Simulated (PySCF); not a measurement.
# C3H9Ga: the cost of one run

The runs use PySCF 2.14.0, with density-fitted response routines of our own; the level of theory stands in each step. All values are computed, except where a source is named. Atoms are numbered from 0 throughout.

## 1. The molecule as given

13 atoms, charge 0, multiplicity 1; geometry from: GFN2-xTB. The atoms were then displaced at random by about 0.01 Å, so the start is not that level's minimum.

Bonds of the start (Å): C0–C1 1.50, C1–C2 1.52, C2–Ga3 2.08, C0–H4 1.10, C0–H5 1.12, C0–H6 1.08, C1–H7 1.10, C1–H8 1.09, C2–H9 1.08, C2–H10 1.12, Ga3–H11 1.56, Ga3–H12 1.61.

## 2. Optimising the geometry at PBE0-D3(BJ)/def2-SVP

The job: settings as JSON, then the geometry in Å.

```
{"job": {"xc": "PBE0", "basis": "def2-SVP", "d3": "d3bj", "grid": 1, "shake": 0.01, "kind": "geom"}, "charge": 0, "multiplicity": 1}
C     -1.258060     0.227570    -1.022140
C     -0.842450    -0.338060     0.304500
C      0.568210    -0.890710     0.209500
Ga     1.877700     0.687740    -0.115440
H     -0.581600     1.039050    -1.338160
H     -2.280140     0.685730    -0.958800
H     -1.270010    -0.513410    -1.801610
H     -0.853410     0.460900     1.064580
H     -1.538600    -1.111560     0.630510
H      0.656060    -1.633060    -0.576860
H      0.827780    -1.418360     1.157010
H      3.269950     0.639080    -0.814900
H      1.430400     2.148200     0.390230
```

Run with:

```sh
$ OMP_NUM_THREADS=1 python probes_run.py task.json out
```

The driver reads the jobs from task.json and runs them one after another.

Q: Estimate the wall time and peak memory of this first job on 1 thread of Arm Neoverse V2, shared host.

About 44 s, with a peak of 0.52 GiB.
